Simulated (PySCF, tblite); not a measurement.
# C6H11N: a rotation path, then NMR shifts on frames

How do NMR shifts of C6H11N (`[H]/N=C\CC(=C)CC`) change as the atoms move?

The runs use tblite 0.8.0 and PySCF 2.14.0, with density-fitted response routines of our own; the level of theory stands in each step. All values are computed, except where a source is named. Atoms count from 0, in the outputs and in this text.

## (1) Starting geometry

18 atoms, charge 0, multiplicity 1; geometry from: GFN2-xTB.

Bonds of the start (Å): C0–C1 1.32, C1–C2 1.50, C2–C3 1.53, C1–C4 1.51, C4–C5 1.51, C5–N6 1.25, C0–H7 1.08, C0–H8 1.08, C2–H9 1.09, C2–H10 1.09, C3–H11 1.09, C3–H12 1.09, C3–H13 1.09, C4–H14 1.09, C4–H15 1.09, C5–H16 1.09, N6–H17 1.02.

## (2) A band between two rotamers with GFN2-xTB

Job settings and geometry (Å):

```
{"job": {"kind": "neb", "xc": "GFN2-xTB", "basis": "xTB", "atoms": [3, 2, 1, 4], "turn": 120}, "charge": 0, "multiplicity": 1}
C      0.105871     1.833784    -1.019528
C      0.025451     0.678865    -0.378701
C      0.921101    -0.485364    -0.701818
C      2.037821    -0.646236     0.331733
C     -0.989761     0.437161     0.706608
C     -2.071813    -0.479232     0.201531
N     -2.460015    -1.566253     0.685349
H      0.817139     1.992526    -1.812465
H     -0.529145     2.670173    -0.779362
H      1.369433    -0.335507    -1.685556
H      0.326224    -1.402068    -0.733681
H      1.630637    -0.837261     1.321951
H      2.680242    -1.480945     0.061780
H      2.643221     0.256293     0.378353
H     -0.515464    -0.005424     1.586522
H     -1.453775     1.382953     0.996543
H     -2.568379    -0.147904    -0.706743
H     -1.977547    -1.859245     1.535826
```

Level: GFN2-xTB climbing-image nudged elastic band, gas phase.

Launch:

```sh
> OMP_NUM_THREADS=1 python probes_run.py task.json out
```

The driver reads the jobs from task.json and runs them one after another.

Log:

```text
image   E - E0 / eV
  0      -0.0000
  1       0.0132
  2       0.0349
  3       0.0681
  4       0.0986
  5       0.0963
  6       0.0614
  7       0.0301
  8      -0.0047
```

It took 12 s on 1 thread of Intel Xeon at 2.50GHz, shared host; peak memory 0.19 GiB.

The final band, with the dihedral C3–C2–C1–C4:

```
image  dihedral (°)  energy (eV)  energy (kcal/mol)
    0           -78        0.000                0.0
    1           -62        0.013                0.3
    2           -44        0.035                0.8
    3           -25        0.068                1.6
    4            -5        0.099                2.3
    5            16        0.096                2.2
    6            37        0.061                1.4
    7            56        0.030                0.7
    8            72       -0.005               -0.1
```

## (3) Shielding tensors: image 0, PBE0/pcSseg-1

Job settings and geometry (Å):

```
{"job": {"kind": "nmr", "xc": "PBE0", "basis": "pcSseg-1", "pop": false}, "charge": 0, "multiplicity": 1}
C      0.105900     1.833800    -1.019500
C      0.025500     0.678900    -0.378700
C      0.921100    -0.485400    -0.701800
C      2.037800    -0.646200     0.331700
C     -0.989800     0.437200     0.706600
C     -2.071800    -0.479200     0.201500
N     -2.460000    -1.566300     0.685300
H      0.817100     1.992500    -1.812500
H     -0.529100     2.670200    -0.779400
H      1.369400    -0.335500    -1.685600
H      0.326200    -1.402100    -0.733700
H      1.630600    -0.837300     1.322000
H      2.680200    -1.480900     0.061800
H      2.643200     0.256300     0.378400
H     -0.515500    -0.005400     1.586500
H     -1.453800     1.383000     0.996500
H     -2.568400    -0.147900    -0.706700
H     -1.977500    -1.859200     1.535800
```

Level: GIAO PBE0/pcSseg-1 NMR shielding, non-relativistic, gas phase.

Log:

```text
coarse grid: 14400 points
cycle   1  E = -289.4776558133  dE =  7.399e-01  |g| = 4.880e-01  |ddm| = 3.656e+00
cycle   2  E = -289.4459207641  dE =  3.174e-02  |g| = 6.367e-01  |ddm| = 9.960e-01
cycle   3  E = -289.5351960502  dE = -8.928e-02  |g| = 1.355e-01  |ddm| = 5.635e-01
cycle   4  E = -289.5392762472  dE = -4.080e-03  |g| = 3.456e-02  |ddm| = 1.286e-01
cycle   5  E = -289.5395432935  dE = -2.670e-04  |g| = 8.879e-03  |ddm| = 3.764e-02
cycle   6  E = -289.5395586675  dE = -1.537e-05  |g| = 3.957e-03  |ddm| = 1.067e-02
cycle   7  E = -289.5395624658  dE = -3.798e-06  |g| = 7.632e-04  |ddm| = 3.456e-03
final grid: 137336 points
cycle   8  E = -289.5800953529  dE = -4.235e-05  |g| = 8.544e-03  |ddm| = 3.363e-02
cycle   9  E = -289.5800927568  dE =  2.596e-06  |g| = 9.192e-03  |ddm| = 1.554e-02
cycle  10  E = -289.5801141155  dE = -2.136e-05  |g| = 1.031e-03  |ddm| = 8.222e-03
cycle  11  E = -289.5801143635  dE = -2.480e-07  |g| = 2.589e-04  |ddm| = 1.011e-03
cycle  12  E = -289.5801143790  dE = -1.552e-08  |g| = 6.613e-05  |ddm| = 2.235e-04
cycle  13  E = -289.5801143800  dE = -9.911e-10  |g| = 1.962e-05  |ddm| = 7.436e-05
converged SCF energy = -289.5801143800

GIAO shielding tensors (ppm)
atom      isotropic    diamagn.    paramagn.     s11        s22        s33       span
  0 C       66.898     253.071    -186.174    -33.799     92.239    142.253    176.052
  1 C       31.337     263.442    -232.105    -94.535     29.791    158.754    253.288
  2 C      154.018     246.876     -92.858    141.517    148.894    171.642     30.124
  3 C      170.055     247.842     -77.787    153.860    169.819    186.486     32.626
  4 C      133.051     248.924    -115.873    114.612    129.344    155.196     40.584
  5 C        9.656     253.227    -243.571   -104.290     18.063    115.194    219.485
  6 N      -98.203     321.826    -420.029   -425.758    -82.428    213.577    639.334
  7 H       26.442      32.043      -5.602     23.487     25.116     30.722      7.235
  8 H       26.516      31.943      -5.427     23.562     25.336     30.648      7.086
  9 H       29.608      32.279      -2.671     25.225     28.890     34.710      9.485
 10 H       29.693      32.294      -2.601     26.048     29.373     33.659      7.612
 11 H       30.508      31.460      -0.952     25.742     30.346     35.437      9.695
 12 H       30.519      29.101       1.419     26.439     27.424     37.696     11.257
 13 H       30.894      30.338       0.555     26.888     29.148     36.646      9.758
 14 H       29.027      33.054      -4.027     26.174     29.594     31.312      5.138
 15 H       28.644      31.930      -3.285     25.755     28.252     31.925      6.170
 16 H       24.154      29.743      -5.589     21.268     23.118     28.075      6.807
 17 H       20.935      34.335     -13.400     10.449     25.421     26.933     16.484
```

It took 59 s on 1 thread of Intel Xeon at 2.50GHz, shared host; peak memory 0.75 GiB.

The references, computed at this level on geometries of the same kind, shield at (ppm): 1H TMS 31.72, 13C TMS 186.9, 15N NH3 267.7. Their shielding less the atom's gives the shift. The references are single molecules in the gas phase, so shifts against H2O, NH3, PH3, H3PO4 or CFCl3 are not on the usual liquid scales and can be off by tens of ppm. Each atom is listed at this fixed geometry, with no averaging over motion; a spectrum would average atoms that exchange fast.

```
atoms                          environment  σ (ppm)  δ (ppm)
   C5             carbon bonded to C, N, H      9.7    177.3
   C1                 carbon bonded to 3 C     31.3    155.6
   C0              carbon bonded to C, 2 H     66.9    120.0
   C4            carbon bonded to 2 C, 2 H    133.1     53.9
   C2            carbon bonded to 2 C, 2 H    154.0     32.9
   C3              carbon bonded to C, 3 H    170.1     16.9
  H17   hydrogen on a nitrogen bonded to C    20.93    10.78
  H16  hydrogen on a carbon bonded to C, N    24.15     7.56
   H7     hydrogen on a carbon bonded to C    26.44     5.28
   H8     hydrogen on a carbon bonded to C    26.52     5.20
  H15   hydrogen on a carbon bonded to 2 C    28.64     3.07
  H14   hydrogen on a carbon bonded to 2 C    29.03     2.69
   H9   hydrogen on a carbon bonded to 2 C    29.61     2.11
  H10   hydrogen on a carbon bonded to 2 C    29.69     2.02
  H11     hydrogen on a carbon bonded to C    30.51     1.21
  H12     hydrogen on a carbon bonded to C    30.52     1.20
  H13     hydrogen on a carbon bonded to C    30.89     0.82
   N6              nitrogen bonded to C, H    -98.2    365.9
```

## (4) Shielding tensors: image 2, PBE0/pcSseg-1

Job settings and geometry (Å):

```
{"job": {"kind": "nmr", "xc": "PBE0", "basis": "pcSseg-1", "pop": false}, "charge": 0, "multiplicity": 1}
C     -0.019500     1.894800    -1.201000
C      0.055000     0.794900    -0.467700
C      1.025700    -0.309900    -0.792800
C      1.713800    -0.928400     0.422300
C     -0.888500     0.562300     0.684300
C     -1.866200    -0.530900     0.349200
N     -2.083800    -1.604100     0.955600
H      0.638500     2.068000    -2.035800
H     -0.743100     2.667200    -1.000500
H      1.784000     0.079000    -1.476000
H      0.478600    -1.098100    -1.320800
H      1.002900    -1.466000     1.044500
H      2.469800    -1.639000     0.096100
H      2.199700    -0.161600     1.022000
H     -0.336500     0.310400     1.593200
H     -1.460200     1.475500     0.867400
H     -2.458700    -0.353500    -0.545000
H     -1.520300    -1.754200     1.793300
```

Level: GIAO PBE0/pcSseg-1 NMR shielding, non-relativistic, gas phase.

Log:

```text
coarse grid: 14400 points
cycle   1  E = -289.4760149950  dE =  7.421e-01  |g| = 4.886e-01  |ddm| = 3.676e+00
cycle   2  E = -289.4446670997  dE =  3.135e-02  |g| = 6.356e-01  |ddm| = 1.005e+00
cycle   3  E = -289.5336526048  dE = -8.899e-02  |g| = 1.363e-01  |ddm| = 5.644e-01
cycle   4  E = -289.5377807819  dE = -4.128e-03  |g| = 3.480e-02  |ddm| = 1.299e-01
cycle   5  E = -289.5380528249  dE = -2.720e-04  |g| = 8.482e-03  |ddm| = 3.896e-02
cycle   6  E = -289.5380662426  dE = -1.342e-05  |g| = 4.034e-03  |ddm| = 1.092e-02
cycle   7  E = -289.5380702345  dE = -3.992e-06  |g| = 7.011e-04  |ddm| = 3.488e-03
final grid: 137336 points
cycle   8  E = -289.5792345069  dE = -5.388e-05  |g| = 8.631e-03  |ddm| = 3.960e-02
cycle   9  E = -289.5792321616  dE =  2.345e-06  |g| = 9.218e-03  |ddm| = 1.612e-02
cycle  10  E = -289.5792537688  dE = -2.161e-05  |g| = 1.021e-03  |ddm| = 8.558e-03
cycle  11  E = -289.5792540015  dE = -2.326e-07  |g| = 3.422e-04  |ddm| = 1.158e-03
cycle  12  E = -289.5792540293  dE = -2.778e-08  |g| = 9.254e-05  |ddm| = 2.888e-04
cycle  13  E = -289.5792540310  dE = -1.684e-09  |g| = 3.852e-05  |ddm| = 9.970e-05
cycle  14  E = -289.5792540313  dE = -3.181e-10  |g| = 1.205e-05  |ddm| = 3.680e-05
converged SCF energy = -289.5792540313

GIAO shielding tensors (ppm)
atom      isotropic    diamagn.    paramagn.     s11        s22        s33       span
  0 C       66.625     252.464    -185.838    -33.909     93.185    140.601    174.509
  1 C       33.285     262.757    -229.472    -90.977     34.245    156.586    247.563
  2 C      154.175     247.004     -92.829    139.545    150.302    172.678     33.134
  3 C      173.014     248.988     -75.974    165.248    170.539    183.256     18.008
  4 C      133.936     249.374    -115.438    114.931    130.173    156.706     41.775
  5 C        9.728     253.358    -243.630   -105.047     18.075    116.155    221.202
  6 N      -96.287     322.459    -418.746   -421.531    -84.221    216.891    638.422
  7 H       26.461      31.629      -5.168     23.606     25.179     30.597      6.991
  8 H       26.533      31.718      -5.185     23.440     25.340     30.820      7.380
  9 H       29.452      31.970      -2.518     24.459     29.561     34.335      9.876
 10 H       29.346      31.483      -2.137     26.050     28.055     33.932      7.882
 11 H       30.577      32.734      -2.157     25.609     30.365     35.756     10.147
 12 H       30.575      29.191       1.384     25.966     27.957     37.800     11.834
 13 H       30.977      30.883       0.094     27.618     28.466     36.848      9.230
 14 H       28.941      33.069      -4.128     26.343     29.499     30.980      4.637
 15 H       28.747      32.040      -3.293     25.881     28.312     32.048      6.166
 16 H       24.130      30.032      -5.902     21.224     23.174     27.992      6.768
 17 H       20.848      34.226     -13.378     10.037     25.080     27.427     17.390
```

Wall time 47 s (1 thread of Intel Xeon at 2.50GHz, shared host); peak memory 0.82 GiB.

This run: δ C5 177.2, C1 153.6, C0 120.3, C4 53.0, H17 10.87, H16 7.59 ppm.

[end of part 1 of 2]
